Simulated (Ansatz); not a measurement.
# GaH3+ (quartet): the correlation ladder, cc-pVTZ

The task here is to estimate one member of a computed series from the others.

Computed with Ansatz 0.2.0, Gaussian basis. Level: cc-pVTZ, core rule «outside noble gas», up to 14 orbitals frozen.

The runs, in order: UHF; CCSD(T) on ROHF; CCSD(T) on UHF; BCCD(T) on ROHF; CCSDT(Q) on ROHF; CCSDT(Q) on UHF.

23 further runs of the same task are left out: 8 for a known fault of the program, 6 that didn't finish, 9 set aside as unsound or not needed. Runs told in other sessions of the task aren't counted.

## The system

The geometry is a PBE0/def2-TZVP stationary point (not a proven minimum) of the parent state, kept for this charge and spin. No spin-orbit coupling is included. The filled d shell of Ga may be among the frozen orbitals whatever the setting's name suggests.

4 atoms, charge 1, spin multiplicity 4.

Atoms are counted from 1 here; the program's logs count them from 0.

Bond lengths: Ga1–H2 1.585 Å, Ga1–H3 1.955 Å, Ga1–H4 1.955 Å, H3–H4 0.811 Å. Angles: H2–Ga1–H3 100.5°, H2–Ga1–H4 100.5°, H3–Ga1–H4 23.9°, Ga1–H3–H4 78.0°, Ga1–H4–H3 78.0°.

As a file:

```xyz
4
GaH3
Ga    0.0000    0.0277   -0.0457
H     0.0000   -1.4776   -0.5415
H     0.4054   -0.2202    1.8512
H    -0.4054   -0.2202    1.8512
```

Set-up of the first run:

in.yaml reads:

```yaml
crystal:
  periodic: [false, false, false]
  atoms:
    - {symbol: Ga, position_ang: [0.000000, 0.027726, -0.045695]}
    - {symbol: H, position_ang: [0.000000, -1.477599, -0.541473]}
    - {symbol: H, position_ang: [0.405418, -0.220158, 1.851181]}
    - {symbol: H, position_ang: [-0.405418, -0.220158, 1.851181]}
basis:
  gaussian: {orbitals: cc-pVTZ}
total_charge: 1
magnetization: {spin_polarized: true, initial_magnetization: 3}
hamiltonian: {xc: hf}
output: {orbitals: {seedname: orbitals}}
```

Started as:

```
> ansatz run in.yaml --threads 1 --pin off --events-out ev --progress --plain --max-ram 2393MiB
```

Among the steps run: UHF; CCSD(T) on ROHF; CCSD(T) on UHF; BCCD(T) on ROHF; CCSDT(Q) on ROHF; CCSDT(Q) on UHF.

One table of the session follows, with a row left open; its other results are not shown here.

```
   method  from RCCSDT(Q) (kcal/mol)
     ROHF                          ?
      UHF                     +37.08
     RMP2                      +9.38
     UMP2                      +8.48
    RCCSD                      +0.94
    UCCSD                      +0.13
 RCCSD(T)                      +0.29
 UCCSD(T)                      -0.51
  BCCD(T)                      +0.27
   RCCSDT                      +0.01
   UCCSDT                      -0.79
RCCSDT(Q)                          0
UCCSDT(Q)                      -0.80
```

**Question.** Estimate the row for ROHF.

As computed: from RCCSDT(Q) (kcal/mol): +38.22. In the column «from RCCSDT(Q) (kcal/mol)» it is the highest.

To keep in mind: Restricted and unrestricted rows rest on different reference determinants; a gap between their highest levels can come from leftover correlation error, from unlike frozen cores or from another state.
